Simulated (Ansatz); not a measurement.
**C₃H₅FZn: small, medium and large basis sets**

One table from this session's results is given with a row withheld; the runs are named, their logs left out.

The runs use Ansatz 0.2.0, Gaussian basis; one geometry, several basis sets.

Levels to be run: PBE0-D4/def2-SVP; ωB97M-V/def2-SVP; PBE0-D4/def2-QZVPP; ωB97M-V/def2-QZVPP; the functionals' def2-TZVPP values are taken from earlier runs.

## The geometry

An earlier PBE0-D4 in a triple-zeta def2 set relaxation fixed the geometry.

SMILES `C/C=[C](/F)[ZnH]`, 10 atoms, charge 0, spin multiplicity 1.

Atoms are counted from 1 here; the program's logs count them from 0.

Bond lengths: C1–C2 1.489 Å, C1–H6 1.094 Å, C1–H7 1.095 Å, C1–H8 1.094 Å, C2–C3 1.329 Å, C2–H9 1.089 Å, C3–F4 1.367 Å, C3–Zn5 1.942 Å, Zn5–H10 1.537 Å. Angles: C2–C1–H6 111.3°, C2–C1–H7 111.9°, C2–C1–H8 111.3°, H6–C1–H7 107.5°, H6–C1–H8 106.9°, H7–C1–H8 107.5°, C1–C2–C3 123.9°, C1–C2–H9 117.7°, C3–C2–H9 118.4°, C2–C3–F4 117.0°, C2–C3–Zn5 127.9°, F4–C3–Zn5 115.0°, C3–Zn5–H10 179.8°.

Set-up of the first run:

Contents of in.yaml:

```yaml
crystal:
  periodic: [false, false, false]
  atoms:
    - {symbol: C, position_ang: [-0.388312, -0.860605, 0.999282]}
    - {symbol: C, position_ang: [0.653762, -0.677962, -0.048760]}
    - {symbol: C, position_ang: [0.695886, 0.359446, -0.877723]}
    - {symbol: F, position_ang: [1.715919, 0.386551, -1.787591]}
    - {symbol: Zn, position_ang: [-0.524591, 1.868102, -0.965368]}
    - {symbol: H, position_ang: [0.056140, -0.913062, 1.997789]}
    - {symbol: H, position_ang: [-1.112369, -0.039755, 1.003389]}
    - {symbol: H, position_ang: [-0.945193, -1.790498, 0.849328]}
    - {symbol: H, position_ang: [1.424343, -1.443037, -0.136227]}
    - {symbol: H, position_ang: [-1.492384, 3.059720, -1.031219]}
basis:
  gaussian: {orbitals: def2-SVP}
hamiltonian: {xc: pbe0, dispersion: d4}
output: {orbitals: {seedname: orbitals}}
```

Steps of the session up to this table: PBE0-D4 in def2-SVP; ωB97M-V in def2-SVP; PBE0-D4 in def2-QZVPP; ωB97M-V in def2-QZVPP.

One table of the session follows, with a row left open; its other results are not shown here.

It belongs to the step «Functionals by basis». 

| functional | basis | HOMO (eV) |
| --- | --- | --- |
| PBE0-D4 | def2-SVP | ? |
| PBE0-D4 | def2-TZVPP | -7.02 |
| PBE0-D4 | def2-QZVPP | -7.04 |
| ωB97M-V | def2-SVP | -9.06 |
| ωB97M-V | def2-TZVPP | -9.23 |
| ωB97M-V | def2-QZVPP | -9.26 |

Q: Estimate the row for PBE0-D4, def2-SVP from the others.

The run gave: HOMO (eV): -6.87. In the column «HOMO (eV)» it is the highest.
